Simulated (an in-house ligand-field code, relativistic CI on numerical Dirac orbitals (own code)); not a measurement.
**d6 to d9 in a ligand field: terms by electron count**

Which terms of d6 to d9 lie lowest for given Racah parameters and ligand field?

Program: an in-house ligand-field code version 1. Level of theory: parametric ligand-field model of a d^n configuration (Racah B and C, spin-orbit zeta, crystal field), exact diagonalisation. These are calculated values, not measurements, unless marked.

## (1) The system

| Item | Value |
| --- | --- |
| shell | d6 to d9 |
| set 1 (cm⁻¹) | d6: B = 680, C = 2940, Oh, 10Dq = 25900 |
| set 2 (cm⁻¹) | d7: B = 680, C = 2940, Oh, 10Dq = 25900 |
| set 3 (cm⁻¹) | d8: B = 680, C = 2940, Oh, 10Dq = 25900 |
| set 4 (cm⁻¹) | d9: B = 680, C = 2940, Oh, 10Dq = 25900 |

## (2) Set 1

The run's settings:

```ini
n = 6
racah_B = 680  # cm-1
racah_C = 2940  # cm-1
zeta = 0  # cm-1
symmetry = Oh
field = {"10Dq": 25900}  # cm-1
```

The run is started by

```bash
$ python run_levels.py task.json out
```

task.json lists these runs, among others, and the program works through them in turn.

## (3) Set 2

Changes to the settings of step 2:

```diff
@@ -1,2 +1,2 @@
-n = 6
+n = 7
 racah_B = 680  # cm-1
```

## (4) Set 3

Changes to the settings of step 3:

```diff
@@ -1,2 +1,2 @@
-n = 7
+n = 8
 racah_B = 680  # cm-1
```

## (5) Set 4

Changes to the settings of step 4:

```diff
@@ -1,2 +1,2 @@
-n = 8
+n = 9
 racah_B = 680  # cm-1
```

(Steps that only read results are left out.)

Q: Predict the outcome of this session. Wanted: lowest terms; sets at their largest spin, of those that allow S over 1.

As calculated:

| set | 10Dq/B (size) | lowest | S | electrons in z² and x²-y² | first level of the same spin (cm⁻¹) |
| --- | --- | --- | --- | --- | --- |
| 1: Oh, d6 | 38.1 | 1A1 | 0.00 | 0.03 | 1T1 23902 |
| 2: Oh, d7 | 38.1 | 2E | 0.50 | 1.02 | 2T1 23733 |
| 3: Oh, d8 | 38.1 | 3A2 | 1.00 | 2.00 | 3T2 25900 |
| 4: Oh, d9 | 38.1 | 2E | 0.50 | 3.00 | 2T2 25900 |

```
                                                quantity                         value
                                            lowest terms  1: 1A1, 2: 2E, 3: 3A2, 4: 2E
sets at their largest spin, of those that allow S over 1                          none
```

2 of 4 sets have the highest spin that their shell allows. B, C and the field are free parameters here, not those of a compound.
